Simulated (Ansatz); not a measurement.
# ClF2H3O2W: the cost of one run

Program: Ansatz 0.2.0. Level of theory: RKS PBE/def2-SVP. These are calculated values, not measurements.

### Step 1. The system as given

Bond lengths: W1–Cl2 2.390 Å, W1–O3 1.940 Å, O3–H4 1.010 Å, W1–F5 1.850 Å, W1–F6 1.850 Å, W1–H7 1.720 Å, W1–O8 1.940 Å, O8–H9 1.010 Å. Angles (14 of 17 angles, heavy atoms first): Cl2–W1–O3 90.0°, Cl2–W1–F5 90.0°, Cl2–W1–F6 90.0°, Cl2–W1–O8 180.0°, O3–W1–F5 90.0°, O3–W1–F6 180.0°, O3–W1–O8 90.0°, F5–W1–F6 90.0°, F5–W1–O8 90.0°, F6–W1–O8 90.0°, Cl2–W1–H7 90.0°, O3–W1–H7 90.0°, F5–W1–H7 180.0°, F6–W1–H7 90.0°.

Coordinates:

```xyz
9

W     0.0000    0.0000    0.0000
Cl    0.0000    0.0000    2.3900
O     1.9400    0.0000    0.0000
H     2.2771   -0.9519   -0.0197
F     0.0000    1.8500    0.0000
F    -1.8500    0.0000    0.0000
H     0.0000   -1.7200    0.0000
O     0.0000    0.0000   -1.9400
H     0.5278    0.7924   -2.2771
```

### Step 2. Relaxing the start

input.yaml

```yaml
crystal:
  periodic: [false, false, false]
  atoms:
    - { symbol: W, position_ang: [0.0, 0.0, 0.0] }
    - { symbol: Cl, position_ang: [0.0, 0.0, 2.39] }
    - { symbol: O, position_ang: [1.94, 0.0, 0.0] }
    - { symbol: H, position_ang: [2.2771, -0.9519, -0.0197] }
    - { symbol: F, position_ang: [0.0, 1.85, 0.0] }
    - { symbol: F, position_ang: [-1.85, 0.0, 0.0] }
    - { symbol: H, position_ang: [0.0, -1.72, 0.0] }
    - { symbol: O, position_ang: [0.0, 0.0, -1.94] }
    - { symbol: H, position_ang: [0.5278, 0.7924, -2.2771] }
basis:
  gaussian: { orbitals: def2-SVP }
hamiltonian:
  xc: pbe
relax:
  f_tol: 0.02
  max_steps: 40
```

Launch:

```console
> ansatz run input.yaml --threads 4 --pin off --max-ram 5120MiB --backend cpu --events-out ev --progress --plain --runs-dir out
```

**Question.** How long does this run take on 4 threads of Arm Neoverse V2, shared host, and how much memory does it need?

About 30 s, with a peak of 0.18 GiB.
